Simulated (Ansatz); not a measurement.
# C2H6SSi: a rigid scan of the angle H9–Si4–H8

How does the energy rise as the angle H9–Si4–H8 leaves its equilibrium value, and do density functionals follow CCSD(T)? No other atom is relaxed.

Program: Ansatz 0.2.0, Gaussian basis. Level of theory: single points in def2-TZVPP. These are calculated values, not measurements.

Levels: PBE-D4, r2SCAN-D4, PBE0-D4, B3LYP-D4, wB97M-V, Hartree-Fock, MP2, CCSD, CCSD(T). The scan takes 92.7, 97.2, 101.7, 106.2, 110.7, 115.2, 119.7, 124.2, 128.7°.

Cores are frozen in the correlated methods. B3LYP uses VWN-RPA correlation.

17 further runs of the same task are left out: 17 set aside as unsound or not needed.

## 1. The system as given

SMILES `C=CS[SiH3]`, 10 atoms, charge 0, spin multiplicity 1.

Atoms are counted from 1 here; the program's logs count them from 0.

Bond lengths: C1–C2 1.284 Å, C1–H5 1.151 Å, C1–H6 1.095 Å, C2–S3 1.747 Å, C2–H7 1.111 Å, S3–Si4 2.192 Å, Si4–H8 1.498 Å, Si4–H9 1.535 Å, Si4–H10 1.408 Å. Angles: C2–C1–H5 121.1°, C2–C1–H6 126.5°, H5–C1–H6 112.5°, C1–C2–S3 121.7°, C1–C2–H7 116.9°, S3–C2–H7 121.4°, C2–S3–Si4 102.7°, S3–Si4–H8 106.5°, S3–Si4–H9 106.5°, S3–Si4–H10 111.5°, H8–Si4–H9 109.4°, H8–Si4–H10 111.7°, H9–Si4–H10 111.1°.

Coordinates:

```xyz
10
C2H6SSi
C    -0.2843    2.2158    0.3685
C     0.0113    0.9682    0.2967
S    -0.8451   -0.1183   -0.7704
Si    0.2034   -2.0194   -0.4659
H    -1.1360    2.6616   -0.2647
H     0.1878    2.9598    1.0179
H     0.8555    0.6140    0.9268
H    -0.4799   -3.0255   -1.3397
H    -0.0027   -2.3989    1.0072
H     1.5731   -1.9084   -0.7734
```

## 2. A first relaxation in a small basis

pre/in.yaml reads:

```yaml
crystal:
  periodic: [false, false, false]
  atoms:
    - {symbol: C, position_ang: [-0.284300, 2.215800, 0.368500]}
    - {symbol: C, position_ang: [0.011300, 0.968200, 0.296700]}
    - {symbol: S, position_ang: [-0.845100, -0.118300, -0.770400]}
    - {symbol: Si, position_ang: [0.203400, -2.019400, -0.465900]}
    - {symbol: H, position_ang: [-1.136000, 2.661600, -0.264700]}
    - {symbol: H, position_ang: [0.187800, 2.959800, 1.017900]}
    - {symbol: H, position_ang: [0.855500, 0.614000, 0.926800]}
    - {symbol: H, position_ang: [-0.479900, -3.025500, -1.339700]}
    - {symbol: H, position_ang: [-0.002700, -2.398900, 1.007200]}
    - {symbol: H, position_ang: [1.573100, -1.908400, -0.773400]}
basis:
  gaussian: {orbitals: def2-SVP}
hamiltonian: {xc: pbe, dispersion: d4}
relax: {f_tol: 0.03, max_steps: 250}
```

No record of the launch command was kept for these runs.

The runs that follow: Finding the minimum; The minimum at every level; H9–Si4–H8 = 92.7°; H9–Si4–H8 = 97.2°; H9–Si4–H8 = 101.7°; H9–Si4–H8 = 106.2°; H9–Si4–H8 = 110.7°; H9–Si4–H8 = 115.2°; H9–Si4–H8 = 119.7°; H9–Si4–H8 = 124.2°; H9–Si4–H8 = 128.7°.

What does the calculation give? Wanted: highest point, CCSD(T); lowest point, CCSD(T); minimum along the scan, CCSD(T); RMS deviation from CCSD(T); largest T1 diagnostic.

As calculated:

| quantity | value |
| --- | --- |
| highest point, CCSD(T) | 20.7 kJ/mol at 92.7° |
| lowest point, CCSD(T) | 0.0 kJ/mol at 110.7° |
| minimum along the scan, CCSD(T) | 110.7° |
| curvature there | 1.28 meV/deg² |
| RMS deviation from CCSD(T) | PBE-D4 1.1, r2SCAN-D4 0.5, PBE0-D4 0.5, B3LYP-D4 0.3, wB97M-V 0.3, Hartree-Fock 1.9, MP2 0.3, CCSD 0.2 kJ/mol |
| largest T1 diagnostic | 0.012 |

**Reading.** A polynomial through the near points puts the CCSD(T) minimum at the PBE0-D4 value. Curvature against CCSD(T): PBE-D4 -10 %, Hartree-Fock +17 %. The curve of CCSD lies nearest to CCSD(T), that of Hartree-Fock farthest.
